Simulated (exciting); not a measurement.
# SbP (P3m1) in exciting: reference runs

Aim: a first look at SbP with PBE, on the cell as given.

All numbers are computed with exciting (release sodium); they aren't measurements. Logs are shortened: lines on timing, memory, paths and dates and some standing lists are left out, and cuts for length are marked.

## 1. The crystal as given

The structure is trigonal, space group P3m1 (No. 156). The conventional cell has a = 4.425 Å, b = 4.425 Å, c = 3.166 Å, α = 90.00°, β = 90.00°, γ = 120.00°. Sb (site symmetry 3m) has 3 P at 2.56 Å as nearest neighbours. Around P (site symmetry 3m) lie 3 Sb at 2.56 Å.

The cell was built by a generator and needn't be a form met in nature.

## 2. Single point, PBE

Contents of input.xml:

```xml
<input>
  <title>SbP</title>
  <structure speciespath="./" tshift="false">
    <crystal scale="1">
      <basevect>8.362394579405 0.000000000000 0.000000000000</basevect>
      <basevect>-4.181197289703 7.242046144543 0.000000000000</basevect>
      <basevect>0.000000000000 0.000000000000 5.982663226554</basevect>
    </crystal>
    <species speciesfile="Sb.xml" rmt="2.3">
      <atom coord="0.000000000000 0.000000000000 0.401363100000"/>
    </species>
    <species speciesfile="P.xml" rmt="2">
      <atom coord="0.333333330000 0.666666670000 0.412087960000"/>
    </species>
  </structure>
  <groundstate do="fromscratch" ngridk="7 7 8" rgkmax="7.8" gmaxvr="14" lmaxapw="10" lmaxmat="10" lmaxvr="8" xctype="GGA_PBE" stype="Fermi Dirac" swidth="0.00183747" nempty="10" ValenceRelativity="iora*" epsengy="1e-05" epspot="1e-05" maxscl="60" tforce="true" outputlevel="normal"/>
</input>
```

Potentials or basis: all-electron LAPW+lo, shipped species files, valence relativity iora*.

Run with:

```sh
> OMP_NUM_THREADS=1 exciting_smp
```

INFO.OUT:

```text
================================================================================
EXCITING SODIUM started
[... 10 lines left out ...]

 Lattice vectors (cartesian) :
      8.3623945794      0.0000000000      0.0000000000
     -4.1811972897      7.2420461445      0.0000000000
      0.0000000000      0.0000000000      5.9826632266

 Reciprocal lattice vectors (cartesian) :
      0.7513619750      0.4337990384     -0.0000000000
      0.0000000000      0.8675980768      0.0000000000
      0.0000000000     -0.0000000000      1.0502321574

 Unit cell volume                           :     362.3151548461
 Brillouin zone volume                      :       0.6846255535

 Species :    1 (Sb)
     parameters loaded from                 :    Sb.xml
     name                                   :    antimony
     nuclear charge                         :     -51.00000000
     electronic charge                      :      51.00000000
     atomic mass                            :  221954.90190000
     muffin-tin radius                      :       2.30000000
     # of radial points in muffin-tin       :     400

     atomic positions (lattice) :
       1 :   0.00000000  0.00000000  0.40136310

 Species :    2 (P)
     parameters loaded from                 :    P.xml
     name                                   :    phosphorus
     nuclear charge                         :     -15.00000000
     electronic charge                      :      15.00000000
     atomic mass                            :   56461.71408000
     muffin-tin radius                      :       2.00000000
     # of radial points in muffin-tin       :     300

     atomic positions (lattice) :
       1 :   0.33333333  0.66666667  0.41208796

 Total number of atoms per unit cell        :       2

 Spin treatment                             :    spin-unpolarised

 Number of Bravais lattice symmetries       :      24
 Number of crystal symmetries               :       6

 k-point grid                               :       7    7    8
 Total number of k-points                   :      96
 k-point set is reduced with crystal symmetries

 R^MT_min * |G+k|_max (rgkmax)              :       7.80000000
 Species with R^MT_min                      :       2 (P)
 Maximum |G+k| for APW functions            :       3.90000000
 Maximum |G| for potential and density      :      14.00000000

 G-vector grid sizes                        :      40    40    27
 Total number of G-vectors                  :   16773

 Maximum angular momentum used for
     APW functions                          :      10
     computing H and O matrix elements      :      10
     potential and density                  :       8
     inner part of muffin-tin               :       2

 Total nuclear charge                       :     -66.00000000
 Total electronic charge                    :      66.00000000
 Total core charge                          :      46.00000000
 Total valence charge                       :      20.00000000

 Number of empty states                     :      10
 Total number of valence states             :      21

 Maximum Hamiltonian size                   :     390
 Maximum number of plane-waves              :     372
 Total number of local-orbitals             :      18

 Exchange-correlation type                  :      20
     Perdew-Burke-Ernzerhof, Phys. Rev. Lett. 77, 3865 (1996)
     Generalised gradient approximation (GGA)

[... 20 lines left out ...]
+ SCF iteration number :    1                                                  +
++++++++++++++++++++++++++++++++++++++++++++++++++++++++++++++++++++++++++++++++
 Total energy                               :     -6824.10541525
 _______________________________________________________________
 Fermi energy                               :         0.20107137
 Kinetic energy                             :      7186.89439865
 Coulomb energy                             :    -13817.03422411
 Exchange energy                            :      -190.61628783
 Correlation energy                         :        -3.34930197

 DOS at Fermi energy (states/Ha/cell)       :        52.67759852

 Electron charges :
     core                                   :        46.00000000
     core leakage                           :         0.00478154
     valence                                :        20.00000000
     interstitial                           :         5.07847544
     charge in muffin-tin spheres :
                  atom     1    Sb          :        48.02774589
                  atom     2     P          :        12.89377866
     total charge in muffin-tins            :        60.92152456
     total charge                           :        66.00000000

++++++++++++++++++++++++++++++++++++++++++++++++++++++++++++++++++++++++++++++++
+ SCF iteration number :    2                                                  +
++++++++++++++++++++++++++++++++++++++++++++++++++++++++++++++++++++++++++++++++
 Total energy                               :     -6826.18434887
 _______________________________________________________________
 Fermi energy                               :         0.20753357
 Kinetic energy                             :      7185.03707907
 Coulomb energy                             :    -13817.26537239
 Exchange energy                            :      -190.60486344
 Correlation energy                         :        -3.35119210

 DOS at Fermi energy (states/Ha/cell)       :        62.58724061

 Electron charges :
     core                                   :        46.00000000
     core leakage                           :         0.00476240
     valence                                :        20.00000000
     interstitial                           :         5.12178745
     charge in muffin-tin spheres :
                  atom     1    Sb          :        48.14737646
                  atom     2     P          :        12.73083609
     total charge in muffin-tins            :        60.87821255
     total charge                           :        66.00000000

 RMS change in effective potential (target) :  0.530632E-01  ( 0.100000E-04)
 Absolute change in total energy   (target) :   2.07893      ( 0.100000E-04)
 Charge distance                   (target) :  0.707697E-02  ( 0.100000E-04)
 Abs. change in max-nonIBS-force   (target) :  0.617190E-03  ( 0.500000E-04)

++++++++++++++++++++++++++++++++++++++++++++++++++++++++++++++++++++++++++++++++
+ SCF iteration number :    3                                                  +
++++++++++++++++++++++++++++++++++++++++++++++++++++++++++++++++++++++++++++++++
 Total energy                               :     -6826.21267881
 _______________________________________________________________
 Fermi energy                               :         0.20891369
 Kinetic energy                             :      7184.85769166
 Coulomb energy                             :    -13817.12388985
 Exchange energy                            :      -190.59491489
 Correlation energy                         :        -3.35156574

 DOS at Fermi energy (states/Ha/cell)       :        59.94966491

 Electron charges :
     core                                   :        46.00000000
     core leakage                           :         0.00476261
     valence                                :        20.00000000
     interstitial                           :         5.13561405
     charge in muffin-tin spheres :
                  atom     1    Sb          :        48.16701888
                  atom     2     P          :        12.69736706
     total charge in muffin-tins            :        60.86438595
     total charge                           :        66.00000000
[... 251 lines left out ...]
 Electron charges :
     core                                   :        46.00000000
     core leakage                           :         0.00475789
     valence                                :        20.00000000
     interstitial                           :         5.14622051
     charge in muffin-tin spheres :
                  atom     1    Sb          :        48.16427371
                  atom     2     P          :        12.68950579
     total charge in muffin-tins            :        60.85377949
     total charge                           :        66.00000000

 RMS change in effective potential (target) :  0.195886E-07  ( 0.100000E-04)
 Absolute change in total energy   (target) :  0.447670E-05  ( 0.100000E-04)
 Charge distance                   (target) :  0.163685E-07  ( 0.100000E-04)
 Abs. change in max-nonIBS-force   (target) :  0.319609E-05  ( 0.500000E-04)

++++++++++++++++++++++++++++++++++++++++++++++++++++++++++++++++++++++++++++++++
+ SCF iteration number :   13                                                  +
++++++++++++++++++++++++++++++++++++++++++++++++++++++++++++++++++++++++++++++++
 Total energy                               :     -6825.69971016
 _______________________________________________________________
 Fermi energy                               :         0.20884964
 Kinetic energy                             :      7184.92912732
 Coulomb energy                             :    -13816.69582477
 Exchange energy                            :      -190.58140503
 Correlation energy                         :        -3.35160767

 DOS at Fermi energy (states/Ha/cell)       :        59.45757710

 Electron charges :
     core                                   :        46.00000000
     core leakage                           :         0.00475789
     valence                                :        20.00000000
     interstitial                           :         5.14622057
     charge in muffin-tin spheres :
                  atom     1    Sb          :        48.16427371
                  atom     2     P          :        12.68950572
     total charge in muffin-tins            :        60.85377943
     total charge                           :        66.00000000

 RMS change in effective potential (target) :  0.456148E-08  ( 0.100000E-04)
 Absolute change in total energy   (target) :  0.627795E-06  ( 0.100000E-04)
 Charge distance                   (target) :  0.521624E-08  ( 0.100000E-04)
 Abs. change in max-nonIBS-force   (target) :  0.957094E-06  ( 0.500000E-04)

++++++++++++++++++++++++++++++++++++++++++++++++++++++++++++++++++++++++++++++++
| Convergency criteria checked for the last 2 iterations                       +
| Convergence targets achieved. Performing final SCF iteration                 +
++++++++++++++++++++++++++++++++++++++++++++++++++++++++++++++++++++++++++++++++
 Total energy                               :     -6825.69971008
 _______________________________________________________________
 Fermi energy                               :         0.20884964
 Kinetic energy                             :      7184.92912715
 Coulomb energy                             :    -13816.69582454
 Exchange energy                            :      -190.58140502
 Correlation energy                         :        -3.35160767

 DOS at Fermi energy (states/Ha/cell)       :        59.45757880

 Electron charges :
     core                                   :        46.00000000
     core leakage                           :         0.00475789
     valence                                :        20.00000000
     interstitial                           :         5.14622058
     charge in muffin-tin spheres :
                  atom     1    Sb          :        48.16427373
                  atom     2     P          :        12.68950569
     total charge in muffin-tins            :        60.85377942
     total charge                           :        66.00000000

++++++++++++++++++++++++++++++++++++++++++++++++++++++++++++++++++++++++++++++++
+ Self-consistent loop stopped                                                 +
++++++++++++++++++++++++++++++++++++++++++++++++++++++++++++++++++++++++++++++++
 STATE.OUT is written

--------------------------------------------------------------------------------
- Writing atomic positions and forces                                          -
--------------------------------------------------------------------------------

 Atomic positions (lattice) :
 atom     1  Sb  :     0.00000000    0.00000000    0.40136310
 atom     2   P  :     0.33333333    0.66666667    0.41208796

 Total atomic forces including IBS (cartesian) :
 atom     1  Sb  :     0.00000000    0.00000000   -0.00039752
 atom     2   P  :     0.00000000   -0.00000000    0.00039752

 Atomic force components including IBS (cartesian) :
 atom     1  Sb  :    -0.00000000    0.00000000   -0.01125506   HF force
                 :    -0.00000000   -0.00000000    0.01383266   core correction
                 :     0.00000000    0.00000000   -0.00297512   IBS correction
 atom     2   P  :     0.00000000    0.00000000    0.01125506   HF force
                 :     0.00000000    0.00000000   -0.01383266   core correction
                 :     0.00000000   -0.00000000    0.00297512   IBS correction

********************************************************************************
* Groundstate module stopped                                                   *
********************************************************************************

================================================================================
| EXCITING SODIUM stopped                                                      =
================================================================================
```

Wall time 4.6 min (1 thread of Arm Neoverse V1, shared host); peak memory 0.15 GiB.

What came out:

```yaml
Free_energy: -185736.7679 eV
Largest_force: 0.020 eV/Å
Band_gap_on_the_k_mesh: none (metal or under the smearing width)
All_electrons_inside_the_program's_atomic_spheres: Sb 48.16; P 12.69 (radii Sb 2.3, P 2.0 bohr)
```

Forces in eV/Å, atoms in the order of the input:
```
Sb   0.000  0.000 -0.020
P    0.000  0.000  0.020
```

Caveat: the log's total energy holds no entropy term; the free energy is that total less TS from the occupations. Spin-orbit coupling is left out, which matters for the levels of Sb.
